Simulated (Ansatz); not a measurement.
# CaZn15S16 (Wurtzite-4H): the cost of one run

Computed with Ansatz 0.2.0 (DFT, PBE, plane-wave PAW, default files, scalar-relativistic, as far as a step names no other, unless a step's input says otherwise).

### Step 1. The structure to begin with

Symmetry: P3m1, No. 156, trigonal system. The conventional cell has a = 7.645 Å, b = 7.645 Å, c = 12.520 Å, α = 90.00°, β = 90.00°, γ = 120.00°. Zn (site symmetry m) is surrounded by 4 S at 2.34 to 2.35 Å. Zn (site symmetry 3m) has 4 S at 2.34 to 2.35 Å as nearest neighbours. Ca (site symmetry 3m) has 4 S at 2.34 to 2.35 Å as nearest neighbours. Only part of the 16 independent sites is listed.

Coordinates:

```
Zn Ca S
1.0
     7.64540    0.00000    0.00000
    -3.82270    6.62111    0.00000
     0.00000    0.00000   12.52000
Zn Ca S
15 1 16
Direct
  0.00000 0.00000 0.00000
  0.00000 0.50000 0.00000
  0.50000 0.00000 0.00000
  0.50000 0.50000 0.00000
  0.00000 0.00000 0.50000
  0.00000 0.50000 0.50000
  0.50000 0.00000 0.50000
  0.50000 0.50000 0.50000
  0.16667 0.83333 0.25000
  0.66667 0.33333 0.25000
  0.66667 0.83333 0.25000
  0.33333 0.16667 0.75000
  0.33333 0.66667 0.75000
  0.83333 0.16667 0.75000
  0.83333 0.66667 0.75000
  0.16667 0.33333 0.25000
  0.00000 0.00000 0.18750
  0.00000 0.50000 0.18750
  0.50000 0.00000 0.18750
  0.50000 0.50000 0.18750
  0.00000 0.00000 0.68750
  0.00000 0.50000 0.68750
  0.50000 0.00000 0.68750
  0.50000 0.50000 0.68750
  0.16667 0.33333 0.43750
  0.16667 0.83333 0.43750
  0.66667 0.33333 0.43750
  0.66667 0.83333 0.43750
  0.33333 0.16667 0.93750
  0.33333 0.66667 0.93750
  0.83333 0.16667 0.93750
  0.83333 0.66667 0.93750
```

Atom 9 of the input is the impurity.

### Step 2. First run, atoms as given

File input.yaml:

```yaml
crystal:
  lattice:
    - [7.6454, 0.0, 0.0]
    - [-3.8227, 6.621110622, 0.0]
    - [0.0, 0.0, 12.52]
  atoms:
    - { symbol: Zn, position: [0.0, 0.0, 0.0] }
    - { symbol: Zn, position: [0.0, 0.5, 0.0] }
    - { symbol: Zn, position: [0.5, 0.0, 0.0] }
    - { symbol: Zn, position: [0.5, 0.5, 0.0] }
    - { symbol: Zn, position: [0.0, 0.0, 0.5] }
    - { symbol: Zn, position: [0.0, 0.5, 0.5] }
    - { symbol: Zn, position: [0.5, 0.0, 0.5] }
    - { symbol: Zn, position: [0.5, 0.5, 0.5] }
    - { symbol: Ca, position: [0.1666666666, 0.3333333334, 0.25] }
    - { symbol: Zn, position: [0.1666666666, 0.8333333334, 0.25] }
    - { symbol: Zn, position: [0.6666666666, 0.3333333334, 0.25] }
    - { symbol: Zn, position: [0.6666666666, 0.8333333334, 0.25] }
    - { symbol: Zn, position: [0.3333333334, 0.1666666666, 0.75] }
    - { symbol: Zn, position: [0.3333333334, 0.6666666666, 0.75] }
    - { symbol: Zn, position: [0.8333333334, 0.1666666666, 0.75] }
    - { symbol: Zn, position: [0.8333333334, 0.6666666666, 0.75] }
    - { symbol: S, position: [0.0, 0.0, 0.1875] }
    - { symbol: S, position: [0.0, 0.5, 0.1875] }
    - { symbol: S, position: [0.5, 0.0, 0.1875] }
    - { symbol: S, position: [0.5, 0.5, 0.1875] }
    - { symbol: S, position: [0.0, 0.0, 0.6875] }
    - { symbol: S, position: [0.0, 0.5, 0.6875] }
    - { symbol: S, position: [0.5, 0.0, 0.6875] }
    - { symbol: S, position: [0.5, 0.5, 0.6875] }
    - { symbol: S, position: [0.1666666666, 0.3333333334, 0.4375] }
    - { symbol: S, position: [0.1666666666, 0.8333333334, 0.4375] }
    - { symbol: S, position: [0.6666666666, 0.3333333334, 0.4375] }
    - { symbol: S, position: [0.6666666666, 0.8333333334, 0.4375] }
    - { symbol: S, position: [0.3333333334, 0.1666666666, 0.9375] }
    - { symbol: S, position: [0.3333333334, 0.6666666666, 0.9375] }
    - { symbol: S, position: [0.8333333334, 0.1666666666, 0.9375] }
    - { symbol: S, position: [0.8333333334, 0.6666666666, 0.9375] }
kpoints:
  mp_grid: { grid: [3, 3, 2] }
scf:
  occupations: { method: fermi_dirac, width: 0.01 }
hamiltonian:
  xc: pbe
  pseudopotentials: { kind: paw }
output:
  forces: true
  stress: true
  populations: true
  efg:
    quadrupole_moments_barn: { Zn: 0.122, Ca: -0.0408, S: -0.0694 }
    contact_densities: true
```

The run is started by

```console
> ansatz run input.yaml --threads 1 --pin off --max-ram 3072MiB --backend cpu --events-out ev --progress --plain --runs-dir out
```

What time and memory should one allow on 1 thread of Arm Neoverse V1, shared host?

About 2.2 min, with a peak of 1.2 GiB.
